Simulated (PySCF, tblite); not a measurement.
# C₅H₈GeO₂: geometry, infrared bands and NMR shifts

Wanted: the infrared bands and NMR shifts of C₅H₈GeO₂ (`C=[CH][GeH2]/[CH]=C\OC=O`), by calculation.

Programs: tblite 0.8.0 and PySCF 2.14.0, with density-fitted response routines of our own. Each step states its level of theory. These are calculated values for one molecule in the gas phase, unless marked as measured. Atoms are numbered from 0 throughout.

### 1 The starting structure

16 atoms, charge 0, multiplicity 1; geometry from: force field or distance geometry start.

Bonds of the start (Å): C0–C1 1.32, C1–Ge2 1.91, Ge2–C3 1.91, C3–C4 1.32, C4–O5 1.40, O5–C6 1.41, C6–O7 1.26, C0–H8 1.10, C0–H9 1.09, C1–H10 1.10, Ge2–H11 1.57, Ge2–H12 1.56, C3–H13 1.10, C4–H14 1.09, C6–H15 1.10.

### 2 Optimising the geometry with GFN2-xTB

What the job is given:

```
{"job": {"kind": "relax", "xc": "GFN2-xTB", "basis": "xTB"}, "charge": 0, "multiplicity": 1}
C     -1.820200     1.236800    -0.406000
C     -1.798800     0.576100     0.736100
Ge    -1.184500    -1.225000     0.934700
C      0.380500    -1.612800    -0.098100
C      1.391900    -0.765200    -0.108200
O      1.286400     0.431600     0.609500
C      2.400400     1.292500     0.533700
O      3.424600     0.993800    -0.142400
H     -2.191800     2.267700    -0.379700
H     -1.508500     0.786000    -1.345600
H     -2.141000     1.106100     1.632600
H     -2.312300    -2.161300     0.368400
H     -1.040800    -1.620500     2.436000
H      0.474600    -2.551900    -0.663900
H      2.285200    -0.973900    -0.689700
H      2.346600     2.229100     1.106200
```

On the command line:

```
> OMP_NUM_THREADS=1 python probes_run.py task.json out
```

One launch serves the whole session: the jobs run in the order shown.

**Question.** This job is followed by: GFN2-xTB harmonic vibrations, gas phase; GIAO PBE0/pcSseg-1 NMR shielding, non-relativistic, gas phase. What will the session give for the following? strongest single infrared mode (GFN2-xTB); zero-point energy (GFN2-xTB); 13C shifts against TMS (PBE0/pcSseg-1); 1H shifts against TMS (PBE0/pcSseg-1, means over atoms taken as alike); 73Ge shifts against GeMe4 (PBE0/pcSseg-1); 17O shifts against H2O (PBE0/pcSseg-1).

As calculated:

| quantity | value |
| --- | --- |
| strongest single infrared mode (GFN2-xTB) | 1780 cm⁻¹, 690 km/mol |
| zero-point energy (GFN2-xTB) | 69.1 kcal/mol |
| 13C shifts against TMS (PBE0/pcSseg-1) | 161.3, 153.6, 140.5, 138.6, 110.7 ppm |
| 1H shifts against TMS (PBE0/pcSseg-1, means over atoms taken as alike) | 8.53, 7.99, 6.49, 6.48, 6.05, 5.70, 4.46 ppm |
| 73Ge shifts against GeMe4 (PBE0/pcSseg-1) | -181 ppm |
| 17O shifts against H2O (PBE0/pcSseg-1) | 444.4, 275.9 ppm |

Relaxing lowered the energy by 0.592 eV in 110 steps; the close pair that moved most is O5–C6, from 1.410 to 1.326 Å. All 42 modes are real, so the xTB geometry is a minimum. The strongest single mode, at 1780 cm⁻¹, moves mainly C6 and O7. Unscaled tight-binding wavenumbers are off by several per cent, some by more. Its intensities can rank the bands wrongly. C6 (ester carbonyl carbon) lies farthest downfield among carbon, at 161.3 ppm; it is a carbonyl in resonance with an O or N lone pair, the region of acids, esters and amides. At PBE0/pcSseg-1: The largest span, 696 ppm, is at O7, where the paramagnetic term is -508 ppm. Spin-orbit coupling is left out, which matters for shieldings and couplings at and beside the heavy atoms.
